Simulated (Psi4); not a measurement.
# SnHClF (SMILES [F][SnH][Cl]) at 5 levels

We compute a comparison of 5 runs (UHF/3-21G, UHF/def2-SVP, UX3LYP/STO-6G, U-r2SCAN/def2-SVP, UTPSS/def2-SVP) of SnHClF. 

Program for the calculation: Psi4 1.11.

1 further run of the same task is left out (set aside as unsound or not needed).

## 1. The system as given

The species is SnHClF (4 atoms), meant as a doublet with charge 0. SMILES: `[F][SnH][Cl]`. Geometry: relaxed at PBE0-D4/def2-TZVP.

Bond lengths: F1–Sn2 1.923 Å, Sn2–Cl3 2.331 Å, Sn2–H4 1.741 Å. Angles: F1–Sn2–Cl3 103.7°, F1–Sn2–H4 104.5°, Cl3–Sn2–H4 108.4°.

## 2. Energy and gradient at UHF/3-21G (run 1)

File calc.in:

```
memory 1600 MB

molecule {
  0 2
  F     -1.514800     0.261000     0.860600
  Sn    -0.250500    -0.208700    -0.509900
  Cl     1.378000    -1.422400     0.633500
  H      0.442800     1.309900    -1.004300
  symmetry c1
  no_reorient
  no_com
}

set basis 3-21G
set reference uhf
set puream true
set e_convergence 1e-09
set d_convergence 1e-08
set scf_type pk
set maxiter 200

e_tot, wfn = gradient("scf", return_wfn=True)
oeprop(wfn, "MULLIKEN_CHARGES", "QUADRUPOLE", "LOWDIN_CHARGES")
```

Started as:

```bash
$ psi4 -n 1 calc.in calc.out
```

calc.out:

```text
[...]
  Running in c1 symmetry.
[...]
  Nuclear repulsion =  360.510599658401702
[...]
  Multiplicity = 2
[...]
  Nalpha       = 39
  Nbeta        = 38
[...]
    Number of basis functions: 55
[...]
   @UHF iter   1: -6552.95254343152828   -3.69688e+00   9.20893e-03 ADIIS/DIIS
[...]
   @UHF iter  14: -6553.11496129100487    8.18545e-12   6.18546e-09 DIIS
[...]
   @S^2 Observed:                7.572275704E-01
[...]
  @UHF Final Energy: -6553.11496129100487
   => Energetics <=
    Nuclear Repulsion Energy =            360.5105996584017021
    One-Electron Energy =               -9763.1965051511615457
    Two-Electron Energy =                2849.5709442017546280
    Total Energy =                      -6553.1149612910048745
  UHF NO Occupations:
  HONO-2 :   37  A 1.9995190
  HONO-1 :   38  A 1.9973687
[...]
  -Total Gradient:
     Atom            X                  Y                   Z
    ------   -----------------  -----------------  -----------------
       1       -0.009675568274     0.005529435167     0.013121384835
       2        0.032281200709    -0.021748570644    -0.001904823587
       3       -0.021107868123     0.015553505121    -0.013140295973
       4       -0.001497764375     0.000665630510     0.001923734776
[...]
  Mulliken Charges: (a.u.)
   Center  Symbol    Alpha    Beta     Spin     Total
       1     F     4.79039  4.75208  0.03832 -0.54247
       2    SN    24.71190 23.97960  0.73230  1.30850
       3    CL     8.80433  8.75405  0.05028 -0.55838
       4     H     0.69338  0.51427  0.17911 -0.20765
   Total alpha = 39.00000, Total beta = 38.00000, Total charge =  0.00000
  Lowdin Charges: (a.u.)
   Center  Symbol    Alpha    Beta     Spin     Total
       1     F     4.75742  4.71514  0.04227 -0.47256
       2    SN    24.87164 24.11932  0.75232  1.00904
[...]
```

Run time: 2.5 s. Hardware: 1 thread of Intel Xeon 6975P-C (Granite Rapids), shared host; peak memory 0.2 GiB.

## 3. Energy and gradient at UHF/def2-SVP (core potential) (run 2)

File clfhsn.json:

```json
{
  "schema_name": "qcschema_input",
  "schema_version": 1,
  "molecule": {
    "schema_name": "qcschema_molecule",
    "schema_version": 2,
    "symbols": ["F", "Sn", "Cl", "H"],
    "geometry": [-2.86255713, 0.49321852, 1.6262983, -0.47337639, -0.39438584, -0.96357135, 2.6040426, -2.68794644, 1.1971415, 0.83677073, 2.47535225, -1.89785195],
    "molecular_charge": 0,
    "molecular_multiplicity": 2,
    "fix_symmetry": "c1",
    "fix_com": true,
    "fix_orientation": true
  },
  "driver": "gradient",
  "model": {
    "method": "scf",
    "basis": "def2-SVP"
  },
  "keywords": {
    "reference": "uhf",
    "puream": true,
    "e_convergence": 1e-09,
    "d_convergence": 1e-08,
    "scf_type": "pk",
    "maxiter": 200,
    "scf_properties": ["QUADRUPOLE", "DIPOLE", "MAYER_INDICES"]
  }
}
```

Started as:

```bash
$ psi4 --qcschema clfhsn.json -n 1 --memory 1600MB
```

stdout:

```text
[...]
    !!!  WARNING: ECP capability is in beta. Please check occupations closely.  !!!
[...]
  Running in c1 symmetry.
[...]
  Nuclear repulsion =  174.577244549676152
[...]
  Multiplicity = 2
[...]
  Nalpha       = 25
  Nbeta        = 24
[...]
    Number of basis functions: 63
[...]
   @UHF iter   1:  -772.60660451466856   -1.99645e+00   6.41740e-03 DIIS/ADIIS
[...]
   @UHF iter  16:  -772.68285724570785   -1.81899e-12   3.73195e-09 DIIS
[...]
   @S^2 Observed:                7.619115139E-01
[...]
  @UHF Final Energy:  -772.68285724570785
   => Energetics <=
    Nuclear Repulsion Energy =            174.5772445496761520
    One-Electron Energy =               -1499.6219439762735419
    Two-Electron Energy =                 552.3618421808895391
    Total Energy =                       -772.6828572457078508
  UHF NO Occupations:
  HONO-2 :   23  A 1.9991907
  HONO-1 :   24  A 1.9953553
[...]
  -Total Gradient:
     Atom            X                  Y                   Z
    ------   -----------------  -----------------  -----------------
       1        0.000680888546     0.000470769621     0.000040902073
       2        0.002064075585    -0.009204662378     0.003669947325
       3       -0.004867163995     0.004266314672    -0.003268529429
       4        0.002122199862     0.004467578060    -0.000442319974
[...]
```

The result, in JSON:

```text
{
 "driver": "gradient",
 "model": {
  "method": "scf",
  "basis": "def2-SVP"
 },
 "success": true,
 "return_result": [0.0006808885458207958, 0.0004707696206470713, 4.0902072865389716e-05, 0.0020640755845216796, -0.009204662378449718, 0.0036699473248401615, -0.004867163994620005, 0.0042663146722720785, -0.0032685294288105904, 0.002122199862264529, 0.004467578060406013, -0.000442319973740217],
 "properties": {
  "calcinfo_nbasis": 63,
  "calcinfo_nmo": 63,
  "calcinfo_nalpha": 25,
  "calcinfo_nbeta": 24,
  "calcinfo_natom": 4,
  "nuclear_repulsion_energy": 174.57724454967615,
  "return_energy": -772.6828572457079,
  "return_gradient": [0.0006808885458207958, 0.0004707696206470713, 4.0902072865389716e-05, 0.0020640755845216796, -0.009204662378449718, 0.0036699473248401615, -0.004867163994620005, 0.0042663146722720785, -0.0032685294288105904, 0.002122199862264529, 0.004467578060406013, -0.000442319973740217],
  "scf_one_electron_energy": -1499.6219439762735,
  "scf_two_electron_energy": 552.3618421808895,
  "scf_dipole_moment": [0.01468832723347191, 0.09578726345361588, -1.4200411739494356],
  "scf_total_energy": -772.6828572457079,
  "scf_total_gradient": [0.0006808885458207958, 0.0004707696206470713, 4.0902072865389716e-05, 0.0020640755845216796, -0.009204662378449718, 0.0036699473248401615, -0.004867163994620005, 0.0042663146722720785, -0.0032685294288105904, 0.002122199862264529, 0.004467578060406013, -0.000442319973740217],
  "scf_iterations": 16
 }
}
```

Run time: 4.2 s. Hardware: 1 thread of Intel Xeon 6975P-C (Granite Rapids), shared host; peak memory 0.21 GiB.

Runs 3 to 4 aren't shown in full; the table further down has their settings and results.

## 4. Energy and forces at UTPSS/def2-SVP (core potential) (run 5)

File input.dat:

```
memory 1600 mb

molecule mol {
  0 2
  F
  Sn 1 1.922848
  Cl 2 2.33076 1 103.70686
  H 2 1.741046 1 104.54622 3 -113.48775
  symmetry c1
}

set globals {
  basis def2-SVP
  reference uks
  puream true
  e_convergence 1e-09
  d_convergence 1e-08
  scf_type pk
  dft_radial_points 99
  dft_spherical_points 590
  maxiter 200
}

E, wfn = gradient('tpss', return_wfn=True)
oeprop(wfn, 'WIBERG_LOWDIN_INDICES', 'MAYER_INDICES', 'MULLIKEN_CHARGES', title='TPSS')
print_variables()
```

Started as:

```bash
$ psi4 -n 1 input.dat output.dat
```

output.dat:

```text
[...]
  Running in c1 symmetry.
[...]
  Nuclear repulsion =  174.577243152999074
[...]
  Multiplicity = 2
[...]
  Nalpha       = 25
  Nbeta        = 24
[...]
    Number of basis functions: 63
[...]
   @UKS iter   1:  -774.59150753007509   -1.22842e+00   7.80328e-03 ADIIS/DIIS
[...]
   @UKS iter  14:  -774.69220107670935   -1.25056e-12   2.94688e-09 DIIS
[...]
   @S^2 Observed:                7.536705587E-01
[...]
  @UKS Final Energy:  -774.69220107670935
   => Energetics <=
    Nuclear Repulsion Energy =            174.5772431529990740
    One-Electron Energy =               -1499.8939154434137890
    Two-Electron Energy =                 607.7470074844288774
    DFT Exchange-Correlation Energy =     -57.1225362707235078
    Empirical Dispersion Energy =           0.0000000000000000
    VV10 Nonlocal Energy =                  0.0000000000000000
    Total Energy =                       -774.6922010767093525
[...]
  -Total Gradient:
     Atom            X                  Y                   Z
    ------   -----------------  -----------------  -----------------
       1        0.000235420157    -0.000377641004     0.018382025035
       2       -0.005367677449    -0.012423516931    -0.013074113363
       3        0.000275619842     0.014525759159    -0.003927715616
       4        0.005023457203    -0.001766252820    -0.001453201199
[...]
  Mulliken Charges: (a.u.)
   Center  Symbol    Alpha    Beta     Spin     Total
       1     F     4.72690  4.65500  0.07190 -0.38190
       2    SN    10.92620 10.35337  0.57283  0.72043
       3    CL     8.69107  8.57400  0.11707 -0.26507
       4     H     0.65583  0.41763  0.23820 -0.07346
   Total alpha = 25.00000, Total beta = 24.00000, Total charge =  0.00000
  Mayer Bond Indices:
  Total Bond Index:
  Irrep: 1 Size: 4 x 4
[...]
```

Run time: 23 s. Hardware: 1 thread of Intel Xeon 6975P-C (Granite Rapids), shared host; peak memory 1 GiB.

## 5. Overview of the runs

```csv
run,level,core potential,task,energy (Eh),dipole moment (D),HOMO energy (eV),LUMO energy (eV),wall time
1,UHF/3-21G,none,gradient,-6553.114961,4.37,-9.97,-0.96,2.5 s
2,UHF/def2-SVP (core potential),def2,gradient,-772.682857,3.62,-10.17,-0.72,4.2 s
3,UX3LYP/STO-6G,none,properties,-6557.034463,3.02,-3.66,-0.84,14 s
4,U-r2SCAN/def2-SVP (core potential),def2,gradient,-774.760441,2.89,-6.47,-4.79,22 s
5,UTPSS/def2-SVP (core potential),def2,gradient,-774.692201,2.70,-6.18,-4.94,23 s
```

## 6. What came out

```
                                 quantity          value
                      run 5: total energy  -774.69220 Eh
                     run 5: dipole moment         2.70 D
run 5: HOMO energy (highest over α and β)       -6.18 eV
 run 5: LUMO energy (lowest over α and β)       -4.94 eV
                              run 5: ⟨S²⟩          0.754
          run 5: largest force on an atom     0.968 eV/Å
```

The dipole moment (its size) runs from 2.70 D (UTPSS/def2-SVP) to 4.37 D (UHF/3-21G). The two ends differ in method and basis and core potential. Totals of different functionals can't be ranked against each other. Some runs of one species differ in core potentials or relativity; totals across that change don't compare. In run 3 the basis is minimal, so the values are rough. In runs 1, 3 relativity is left out where basis or elements ask for it. All runs together took 66 s, the longest 23 s.
